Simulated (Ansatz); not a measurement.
# EuAsO₃, space group Pm-3m: a scan of the Hubbard U

With Ansatz 0.2.0, Python API.

Run as a notebook:

```python
import ansatz as az
import numpy as np
```

```python
def count_gap(report):
    # lowest empty less highest filled band, counting bands; zero where they overlap
    return max(report.get("gap_by_band_count_ev") or 0.0, 0.0)

lattice = az.Lattice.of(
    (3.99845, 0.0, 0.0),
    (0.0, 3.99845, 0.0),
    (0.0, 0.0, 3.99845),
)
sites = [
    ("Eu", (0.0, 0.0, 0.0)),
    ("As", (0.5, 0.5, 0.5)),
    ("O", (0.5, 0.5, 0.0)),
    ("O", (0.5, 0.0, 0.5)),
    ("O", (0.0, 0.5, 0.5)),
]
xtal = az.Crystal(lattice=lattice)
for symbol, position in sites:
    xtal = xtal.atom(symbol, position)
xtal = xtal.moments(Eu=9.1)
```

```python
setup = xtal.calculation()
setup = setup.functional(az.Functional.PBESOL)
setup = setup.kpoints(mesh=(5, 5, 5))
setup = setup.occupations("fermi_dirac")
setup = setup.spin(az.SpinTreatment.COLLINEAR)
setup = setup.band_table()
rows = []
for u in [2.0, 4.0, 6.0, 8.0]:
    report = setup.hubbard("Eu", "f", u_eff=u).run().report
    shell = report["hubbard"]["n_scf"]
    rows.append((u, count_gap(report), sum(shell) / len(shell), max(abs(m) for m in report["site_moments_mub"]), report["n_iterations"]))
print("      U_eff eV  gap by band count eV  Eu f occupation (projector)  largest moment muB      iterations")
for row in rows:
    print(f"{str(row[0]):>14s}  {row[1]:20.3f}  {row[2]:27.4f}  {row[3]:18.3f}  {row[4]:14d}")
print("eigenvalues of the first occupation matrix at the last U, by spin:")
for channel in report["hubbard"]["n_eig"][0]:
    print("  ", " ".join(f"{n:.3f}" for n in channel))
```

    DeckWarning: basis.ecutwfc = 420 eV, auto-derived from the records' recommended cutoffs: set by Eu (normal level)
    DeckWarning: the search for the orbital order before the SCF starts Eu (site 0, from 0) with 6.32 μB on its 4f shell, in the place of the 9.10 μB that the input gives it: the given moment's sign is kept, and its size can only select the number of f electrons. To start from spheres of the given moment, without the search, type scf.initial_density.shell_occupations: []
          U_eff eV  gap by band count eV  Eu f occupation (projector)  largest moment muB      iterations
               2.0                 0.000                       6.7969               6.670              27
               4.0                 0.000                       6.8603               6.731              33
               6.0                 0.000                       6.9743               6.833              27
               8.0                 0.000                       7.0027               6.860              23
    eigenvalues of the first occupation matrix at the last U, by spin:
       0.994 0.998 0.998 0.998 0.999 0.999 0.999
       0.001 0.001 0.001 0.001 0.004 0.004 0.004

From U = 2 to 8 eV the largest site moment goes from 6.67 to 6.86 μB.

Notes:
- Open f shells: with a Hubbard U, without spin-orbit coupling; the state reached hangs on the start and needn't be the lowest.
- For a metal this k-point mesh is coarse: on a finer one energies can move by several to tens of meV an atom and pressures by half a GPa or more, differences at one mesh by less.
- A gap by band count of zero or less means overlapping bands, a metal.
- The structure comes from a database of computed cells and needn't be a stable or known phase.
- Levels are Kohn-Sham eigenvalues on this mesh, without spin-orbit coupling.
- Warnings are shown shortened and without file and line.
- Shell occupations and the effect of U depend on the projectors; a run with no .spin step is spin-unpolarised, and each U may end in a state that isn't the lowest.
- It ran for 4.4 min on 1 thread of Arm Neoverse N1 (shared host), peak memory 0.49 GiB.
